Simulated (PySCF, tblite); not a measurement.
**C3H5N3O: geometry, infrared bands, NMR shifts and spin-spin couplings**

Aim: predict the infrared bands, NMR shifts and spin-spin couplings of C3H5N3O (`COc1cnn[nH]1`).

Programs: tblite 0.8.0 and PySCF 2.14.0, with density-fitted response routines of our own. Each step states its level of theory. These are calculated values for one molecule in the gas phase, unless marked as measured. Atoms are numbered from 0 throughout.

### 1 Starting geometry

12 atoms, charge 0, multiplicity 1; geometry from: force field or distance geometry start.

Bonds of the start (Å): C0–O1 1.41, O1–C2 1.34, C2–C3 1.39, C3–N4 1.37, N4–N5 1.32, N5–N6 1.34, N6–C2 1.35, C0–H7 1.09, C0–H8 1.10, C0–H9 1.11, C3–H10 1.07, N6–H11 1.02.

### 2 Geometry optimisation with GFN2-xTB

Job settings and geometry (Å):

```
{"job": {"kind": "relax", "xc": "GFN2-xTB", "basis": "xTB"}, "charge": 0, "multiplicity": 1}
C     -1.924400     0.059200     0.119200
O     -0.818800    -0.717900     0.510800
C      0.383400    -0.265200     0.134800
C      0.841500     0.824900    -0.595100
N      2.205300     0.761900    -0.659000
N      2.607700    -0.320500    -0.021000
N      1.519300    -0.930400     0.455300
H     -1.997300     0.116800    -0.967500
H     -1.871900     1.065400     0.549400
H     -2.842800    -0.421600     0.503600
H      0.283300     1.619000    -1.047500
H      1.615900    -1.792400     0.990900
```

Run with:

```bash
$ OMP_NUM_THREADS=1 python probes_run.py task.json out
```

The driver reads the jobs from task.json and runs them one after another.

**Question.** This job is followed by: GFN2-xTB harmonic vibrations, gas phase; GIAO PBE0/pcSseg-1 NMR shielding, non-relativistic, gas phase; B3LYP/pcJ-1 indirect spin-spin coupling, non-relativistic, gas phase. Predict these results of the whole session: strongest single infrared mode (GFN2-xTB); zero-point energy (GFN2-xTB); ¹³C shifts against TMS (PBE0/pcSseg-1); ¹H shifts against TMS (PBE0/pcSseg-1, means over atoms taken as alike); ¹⁷O shifts against H2O (PBE0/pcSseg-1); ¹⁵N shifts against NH3 (PBE0/pcSseg-1); surface potential, 1st and 99th percentile; largest coupling of the table (B3LYP/pcJ-1).

As calculated:

```
                                                              quantity                     value
                             strongest single infrared mode (GFN2-xTB)     1573 cm⁻¹, 252 km/mol
                                          zero-point energy (GFN2-xTB)             55.7 kcal/mol
                                ¹³C shifts against TMS (PBE0/pcSseg-1)    163.3, 112.4, 59.3 ppm
¹H shifts against TMS (PBE0/pcSseg-1, means over atoms taken as alike)     10.40, 6.97, 4.06 ppm
                                ¹⁷O shifts against H2O (PBE0/pcSseg-1)                  77.5 ppm
                                ¹⁵N shifts against NH3 (PBE0/pcSseg-1)   390.6, 379.2, 235.5 ppm
                                 surface potential, 1st and 99th percentile        -2.07 V and 2.31 V
                           largest coupling of the table (B3LYP/pcJ-1)  ¹J(C,H) C3–H10, 202.5 Hz
```

**Reading.** The optimisation took 15 steps and gained 0.093 eV; among the close pairs (by a distance rule), N4–N5 changed most, from 1.319 to 1.270 Å. All 30 modes are real, so the xTB geometry is a minimum. The strongest single mode, at 1573 cm⁻¹, moves mainly C2. Unscaled tight-binding wavenumbers are off by several per cent, some by more. Its intensities can rank the bands wrongly. At PBE0/pcSseg-1: Shielding is most anisotropic at N4 (span 572 ppm, paramagnetic term -447 ppm). NICS(1)zz of -30 ppm above the planar ring from C2 marks a diatropic (aromatic) ring current. In the run at B3LYP/pcJ-1, the largest coupling of the table is C3–H10, 202.5 Hz, of which the Fermi-contact term gives 201.2 Hz. Couplings across rotatable bonds belong to this one conformer; where others are populated, the observed values are averages.
